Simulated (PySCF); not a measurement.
# ZrF₃: relaxation and vibrations of the doublet

The task is one start of a wider search on ZrF₃: the doublet, from a trigonal pyramidal start. It is relaxed, tested by its Hessian and followed downhill if it is a saddle.

Computed with PySCF 2.14.0. Level: PBE0, basis Zr def2-TZVP with ECP28, F def2-TZVP, scalar-relativistic core potentials, no spin–orbit coupling, density fitting.

### 1 Where the work starts

4 atoms, charge 0, spin multiplicity 2.

Bond lengths: Zr1–F2 2.180 Å, Zr1–F3 2.180 Å, Zr1–F4 2.180 Å. Angles: F2–Zr1–F3 99.8°, F2–Zr1–F4 99.8°, F3–Zr1–F4 99.8°.

Coordinates in bohr (charge 0 multiplicity 2):
```
Zr    0.0000    0.0000    0.0000
F     3.6373    0.0000    1.9339
F    -1.8187    3.1500    1.9339
F    -1.8187   -3.1500    1.9339
```

### 2 Finding the electronic state

The steps below are one call of a driver around PySCF. For each, scf.py gives the equivalent set-up of the SCF; relaxations use the driver's own optimiser. After this first run the driver tries any further starts and a stability analysis.

Contents of scf.py:

```python
from pyscf import gto, scf, dft
mol = gto.M(atom='''
Zr     0.000000     0.000000     0.000000
F      1.924800     0.000000     1.023400
F     -0.962400     1.666900     1.023400
F     -0.962400    -1.666900     1.023400''',
    basis={'Zr': 'def2-TZVP', 'F': 'def2-TZVP'},
    ecp={'Zr': 'def2-TZVP'},
    charge=0, spin=1)
mf = dft.UKS(mol, xc='PBE0')
mf.grids.atom_grid = (50, 194)
aux = {'Zr': 'def2-universal-JKFIT', 'F': 'def2-universal-JKFIT'}
mf = mf.density_fit(auxbasis=aux)
mf.conv_tol = 1e-08
mf.diis_space = 10
mf.max_cycle = 60
mf.init_guess = 'minao'
mf.verbose = 4
mf.kernel()
```

Run with:

```bash
$ OMP_NUM_THREADS=4 python axn.py task.json out
```

The program printed:

```text
init E= -340.681999526171
[... the frontier-level lines of each cycle are left out ...]
cycle= 1 E= -346.349554415936  delta_E= -5.67  |g|= 0.678  |ddm|= 3.04
cycle= 2 E= -345.808506158423  delta_E= 0.541  |g|= 1.48  |ddm|= 1.21
cycle= 3 E= -346.50062398305  delta_E= -0.692  |g|= 0.242  |ddm|= 0.789
cycle= 4 E= -346.530247688906  delta_E= -0.0296  |g|= 0.0529  |ddm|= 0.276
cycle= 5 E= -346.53147774026  delta_E= -0.00123  |g|= 0.0135  |ddm|= 0.0605
cycle= 6 E= -346.531588973375  delta_E= -0.000111  |g|= 0.00399  |ddm|= 0.019
cycle= 7 E= -346.531614275204  delta_E= -2.53e-05  |g|= 0.00158  |ddm|= 0.0182
cycle= 8 E= -346.531618151486  delta_E= -3.88e-06  |g|= 0.000684  |ddm|= 0.00781
cycle= 9 E= -346.531618386823  delta_E= -2.35e-07  |g|= 0.000369  |ddm|= 0.00123
cycle= 10 E= -346.531618465157  delta_E= -7.83e-08  |g|= 6.65e-05  |ddm|= 0.000767
cycle= 11 E= -346.531618469307  delta_E= -4.15e-09  |g|= 1.08e-05  |ddm|= 0.000222
Extra cycle  E= -346.531618469442  delta_E= -1.35e-10  |g|= 1.84e-05  |ddm|= 3.23e-05
converged SCF energy = -346.531618469442  <S^2> = 0.75203957  2S+1 = 2.0020385
```

This step, with its further starts and checks, took 18 s on 4 threads of Arm Neoverse V1, shared host.

The starts that the driver tried:

```tsv
start	energy (Eh)
the minimal-basis guess	-346.531618
a thermally smeared density	-346.531618
a smeared PBE density	-346.531618
```

No lower solution of this spin turned up from the other starts or in the test of internal stability.

### 3 Relaxation: trigonal pyramidal start, doublet

The program finds C3v symmetry in the start, which this walk keeps.

scf.py, as its differences from that of step 2:

```diff
@@ -3,4 +3,4 @@
-Zr     0.000000     0.000000     0.000000
-F      1.924800     0.000000     1.023400
-F     -0.962400     1.666900     1.023400
-F     -0.962400    -1.666900     1.023400''',
+Zr     0.000000    -0.000000    -0.397066
+F      1.924785     0.000000     0.626334
+F     -0.962393     1.666913     0.626334
+F     -0.962393    -1.666913     0.626334''',
@@ -17 +16,0 @@
-mf.init_guess = 'minao'
```

Steps of the walk:

```tsv
step	energy (Eh)	change (kJ/mol)	largest symmetric gradient (Eh/bohr)
0	-346.531618	0.00	0.14978
1	-346.612266	-211.74	0.07983
2	-346.626571	-249.30	0.04715
3	-346.637776	-278.72	0.01745
4	-346.639652	-283.64	0.01247
5	-346.641286	-287.93	0.00495
6	-346.641535	-288.58	0.00109
7	-346.641582	-288.71	0.00052
8	-346.641588	-288.72	0.00017
9	-346.641588	-288.72	0.00003
```

The walk took 30 s.

End point (C3v, 9 steps, 288.7 kJ/mol gained): Zr–F 1.902 Å (×3); F–Zr–F 119.4° (×3).

### 4 Frequencies

The point is checked on the finer grid, and tightened if its gradient asks for it. The Hessian and the dipole derivatives come from central differences of analytic gradients, with steps of 0.02 bohr.

scf.py, as its differences from that of step 3:

```diff
@@ -3,4 +3,4 @@
-Zr     0.000000    -0.000000    -0.397066
-F      1.924785     0.000000     0.626334
-F     -0.962393     1.666913     0.626334
-F     -0.962393    -1.666913     0.626334''',
+Zr    -0.000000     0.000000    -0.000000
+F      1.902748     0.000000     0.000000
+F     -0.951374     1.647828     0.000000
+F     -0.951374    -1.647828    -0.000000''',
@@ -11 +11 @@
-mf.grids.atom_grid = (50, 194)
+mf.grids.atom_grid = (75, 302)
@@ -14 +14 @@
-mf.conv_tol = 1e-08
+mf.conv_tol = 1e-10
```

This SCF starts from the last density.

SCF at the final geometry:

```text
init E= -346.641803039807
[... the frontier-level lines of each cycle are left out ...]
cycle= 1 E= -346.641803039786  delta_E= 2.08e-11  |g|= 1.06e-05  |ddm|= 9.42e-06
cycle= 2 E= -346.641803039704  delta_E= 8.27e-11  |g|= 1.94e-05  |ddm|= 1.45e-05
cycle= 3 E= -346.641803039822  delta_E= -1.19e-10  |g|= 1.27e-06  |ddm|= 9.14e-06
cycle= 4 E= -346.641803039823  delta_E= -1.02e-12  |g|= 1.37e-08  |ddm|= 9.12e-07
Extra cycle  E= -346.641803039823  delta_E=    0  |g|= 7.23e-09  |ddm|= 3.18e-08
converged SCF energy = -346.641803039823  <S^2> = 0.75158586  2S+1 = 2.0015852
```

The whole step took 63 s.

Geometry: D3h; Zr–F 1.903 Å (×3); F–Zr–F 120.0° (×3).

Modes, for the most abundant isotopes:

```
symmetry  ω (cm⁻¹)  IR (km/mol)
    a2''        64         11.8
      e'       161         22.4
     a1'       641          0.0
      e'       678          431
```

Every mode is real; the point is a minimum.

Constants and moments:

- Dipole moment: 0.00 D
- Highest occupied level: -5.96 eV
- Lowest empty level: -2.41 eV
- Rotational constants: 0.1634, 0.1634, 0.0817 cm⁻¹
- Zero-point energy: 14.2 kJ/mol
- Principal polarisabilities: 35.2, 35.2, 57.0 bohr³
- Atomisation energy without zero-point energy: 1920 kJ/mol
- Principal traceless quadrupole moments about the centre of mass: -4.04, -4.04, 8.08 D Å
- Entropy at 298.15 K and 1 bar (electronic part: spin only): 315.0 J/(mol K)
- Heat capacity Cp at 298.15 K: 68.6 J/(mol K)
- Enthalpy at 298.15 K above 0 K: 16.32 kJ/mol
- Rotational symmetry number: 6
- Spin squared ⟨S²⟩: 0.752

Charges (e) and bond orders:

```tsv
atom	Mulliken	Löwdin	polar tensor	spin (Mulliken)	Mayer order to Zr1
Zr1	1.39	0.79	1.98	1.03	–
F2,3,4	-0.46	-0.26	-0.66	-0.01	0.92
```

Outer orbital energies (eV). α occupied: -13.05, -12.39, -12.39, -11.94, -11.93, -11.76, -11.76, -5.96; empty: -1.82, -1.82, -0.58, -0.14. β occupied: -13.11, -13.01, -12.40, -12.40, -11.98, -11.95, -11.77, -11.77; empty: -2.41, -1.38, -1.38, 0.31.

Mulliken populations on Zr1 (outside its core potential): s 2.44, p 6.18, d 1.86, f 0.13.

### 5 What came out

| quantity | value |
| --- | --- |
| minimum | doublet, D3h |
| geometry | Zr–F 1.903 Å (×3); F–Zr–F 120.0° (×3) |
| wavenumbers (cm⁻¹) | 64 (a2''), 161 (e'), 641 (a1'), 678 (e') |
| dipole moment | 0.00 D |
| highest occupied, lowest empty level (either spin) | -5.96, -2.41 eV |
| polar-tensor charge of Zr1 | +1.98 e |
| zero-point energy | 14.2 kJ/mol |
| entropy at 298.15 K | 315.0 J/(mol K) |
| atomisation energy (no zero-point energy) | 1920 kJ/mol |
| ⟨S²⟩ | 0.752 |

What this shows: From C3v at the start the molecule goes to a D3h minimum. In the infrared the band at 678 cm⁻¹ (e', stretch) leads. Zr1 has a polar-tensor charge of +2.0 e (a dipole derivative, not a static charge), yet symmetry cancels the bond dipoles. Most of the spin sits on Zr1 (Mulliken spin 1.03, against 1 for the whole molecule). Other starts or spin states, not run here, may lie lower. Open d and f shells are described by one determinant, and the ground state may have another occupation or spin.

The search up to here took 1.9 min.
